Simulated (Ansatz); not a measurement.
# TaH+ (doublet): from Hartree-Fock to the top rungs, def2-QZVPP

The task here is to estimate one member of a computed series from the others.

Method: def2-QZVPP, core rule «outside noble gas», up to 4 orbitals frozen; program: Ansatz 0.2.0, Gaussian basis.

The runs, in order: UHF; ROHF; CCSD(T) on UHF.

## The geometry

The geometry is a PBE0/def2-TZVP stationary point (not a proven minimum) of the parent state, kept for this charge and spin. No spin-orbit coupling is included. Elements past krypton take def2 core potentials.

2 atoms, charge 1, spin multiplicity 2.

Atoms are counted from 1 here; the program's logs count them from 0.

Bond lengths: Ta1–H2 1.734 Å.

The first run:

Contents of in.yaml:

```yaml
crystal:
  periodic: [false, false, false]
  atoms:
    - {symbol: Ta, position_ang: [0.000000, 0.000000, 0.000000]}
    - {symbol: H, position_ang: [0.000000, 0.000000, 1.734000]}
basis:
  gaussian: {orbitals: "def2-QZVPP.json"}
total_charge: 1
magnetization: {spin_polarized: true, initial_magnetization: 1}
hamiltonian: {xc: hf}
output: {orbitals: {seedname: orbitals}}
```

Run with:

```sh
$ ansatz run in.yaml --threads 1 --pin off --events-out ev --progress --plain --max-ram 2816MiB --backend cpu
```

Among the steps run: UHF; ROHF; CCSD(T) on UHF.

One of the session's tables, all rows but one given; the rest of the session is left out.

It belongs to the step «Misses and costs». 

```
  method  from UCCSD(T) (meV)
    ROHF              +3553.5
     UHF                    ?
    UMP2               +653.0
   UCCSD               +129.8
UCCSD(T)                    0
```

**Question.** Estimate the row for UHF.

The run gave: from UCCSD(T) (meV): +2530.4. In the column «from UCCSD(T) (meV)» it lies between UMP2 (+653.0) and ROHF (+3553.5).

The program flags UCCSD(T) as in doubt (see the logs), so the zero of the table is itself unsure.

Limits of these values: The determinant of HF (⟨S²⟩ 1.75) is far from a pure spin state, so its energy mixes those of several spin states; that is harmless only where they are near-degenerate. The determinant of CCSD(T) (⟨S²⟩ 1.75) is far from a pure spin state, so its energy mixes those of several spin states; high orders of coupled cluster remove much of that, low ones don't. The program flags UCCSD(T) as in doubt, so the zero of the table is itself unsure.
